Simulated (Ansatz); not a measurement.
# AsGeH5: the cost of one run

Computed with Ansatz 0.2.0, Gaussian basis. Level: PBE0-D4/def2-SVP.

## (1) Starting geometry

The start, a first-order saddle point found at PBE0-D4 in triple zeta: 7 atoms, charge 0, spin multiplicity 1.

Atoms are counted from 1 here; the program's logs count them from 0.

Bond lengths: Ge1–H2 1.602 Å, Ge1–As3 2.755 Å, Ge1–H4 1.558 Å, Ge1–H5 1.558 Å, As3–H6 1.526 Å, As3–H7 1.526 Å. Angles: H2–Ge1–As3 44.7°, H2–Ge1–H4 105.6°, H2–Ge1–H5 105.4°, As3–Ge1–H4 78.6°, As3–Ge1–H5 78.5°, H4–Ge1–H5 104.2°, Ge1–As3–H6 99.3°, Ge1–As3–H7 99.8°, H6–As3–H7 91.2°.

Coordinates:

```mol
AsGeH5
  3D, bonds by distance, orders not assigned

  7  6  0  0  0  0  0  0  0  0999 V2000
   -1.4519    0.3834    0.2157 Ge  0  0
   -0.5047   -0.6373   -0.5769 H   0  0
    1.2651   -0.0379    0.0452 As  0  0
   -0.9433    1.8064   -0.1622 H   0  0
   -1.0670    0.2250    1.7170 H   0  0
    1.2923   -1.5531    0.2283 H   0  0
    1.4095   -0.1864   -1.4671 H   0  0
  1  2  8  0
  1  3  8  0
  1  4  8  0
  1  5  8  0
  3  6  8  0
  3  7  8  0
M  END
```

## (2) The run

md/in.yaml

```yaml
crystal:
  periodic: [false, false, false]
  atoms:
    - {symbol: Ge, position_ang: [-1.451860, 0.383430, 0.215727]}
    - {symbol: H, position_ang: [-0.504723, -0.637331, -0.576938]}
    - {symbol: As, position_ang: [1.265094, -0.037908, 0.045207]}
    - {symbol: H, position_ang: [-0.943330, 1.806360, -0.162234]}
    - {symbol: H, position_ang: [-1.067018, 0.224959, 1.716990]}
    - {symbol: H, position_ang: [1.292287, -1.553131, 0.228285]}
    - {symbol: H, position_ang: [1.409549, -0.186379, -1.467138]}
basis:
  gaussian: {orbitals: def2-SVP}
hamiltonian: {xc: pbe0, dispersion: d4}
md: {n_steps: 80, timestep: 0.25, temperature: 100, ensemble: nve, seed: 540, initial_velocities: maxwell_boltzmann}
```

Run with:

```console
$ ansatz run in.yaml --threads 2 --pin off --events-out ev --progress --plain --max-ram 4352MiB
```

**Question.** How long does this run take on 2 threads of Arm Neoverse V1, shared host?

About 2.5 min.
